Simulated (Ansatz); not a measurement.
# C2H8O2Sn: the cost of one run

Method: the settings change from run to run; program: Ansatz 0.2.0, Gaussian basis.

**1. The geometry**

The structure was relaxed beforehand with PBE0-D4 in a triple-zeta def2 set. Sn takes a core potential in def2 sets; no spin-orbit term is included.

SMILES `C[O][SnH2][O]C`, 13 atoms, charge 0, spin multiplicity 1.

Atoms are counted from 1 here; the program's logs count them from 0.

Bond lengths: C1–O2 1.406 Å, C1–H6 1.098 Å, C1–H7 1.099 Å, C1–H8 1.094 Å, O2–Sn3 1.960 Å, Sn3–O4 1.960 Å, Sn3–H9 1.700 Å, Sn3–H10 1.700 Å, O4–C5 1.406 Å, C5–H11 1.094 Å, C5–H12 1.099 Å, C5–H13 1.098 Å. Angles: O2–C1–H6 112.4°, O2–C1–H7 112.5°, O2–C1–H8 108.2°, H6–C1–H7 107.9°, H6–C1–H8 108.0°, H7–C1–H8 107.7°, C1–O2–Sn3 119.7°, O2–Sn3–O4 106.3°, O2–Sn3–H9 104.2°, O2–Sn3–H10 110.7°, O4–Sn3–H9 110.7°, O4–Sn3–H10 104.2°, H9–Sn3–H10 120.1°, Sn3–O4–C5 119.7°, O4–C5–H11 108.2°, O4–C5–H12 112.5°, O4–C5–H13 112.4°, H11–C5–H12 107.7° and more.

**2. B3LYP5/def2-TZVPP**

This run has atoms shaken by 0.15 Å, a point charge of 1.00 e beside it, high accuracy.

in.yaml reads:

```yaml
crystal:
  periodic: [false, false, false]
  atoms:
    - {symbol: C, position_ang: [-1.328112, 0.327827, 1.756397]}
    - {symbol: O, position_ang: [-0.678529, 1.308210, 1.006112]}
    - {symbol: Sn, position_ang: [1.286689, 0.451190, 0.271536]}
    - {symbol: O, position_ang: [0.924614, -1.098705, -0.773742]}
    - {symbol: C, position_ang: [-0.095056, -1.226655, -1.919085]}
    - {symbol: H, position_ang: [-1.743375, -0.669071, 1.137414]}
    - {symbol: H, position_ang: [-0.741735, 0.202414, 2.766718]}
    - {symbol: H, position_ang: [-2.095890, 0.860439, 1.821224]}
    - {symbol: H, position_ang: [2.019989, 1.869458, -0.461619]}
    - {symbol: H, position_ang: [2.121451, -0.393568, 1.752025]}
    - {symbol: H, position_ang: [-0.030047, -1.820062, -2.346737]}
    - {symbol: H, position_ang: [0.486438, -0.128709, -2.587049]}
    - {symbol: H, position_ang: [-0.716319, -0.580044, -1.629519]}
basis:
  gaussian: {orbitals: def2-TZVPP, point_charges: [{charge: 1.00, position_ang: [4.760, 0.380, 0.273]}]}
hamiltonian: {xc: {name: B3LYP5}}
accuracy: high
output: {forces: true}
```

Command:

```console
$ ansatz run in.yaml --threads 4 --pin off --events-out ev --progress --plain --max-ram 11315MiB
```

What time and memory should one allow on 4 threads of Intel Xeon Platinum 8488C, shared host?

About 20 s, with a peak of 2.6 GiB.
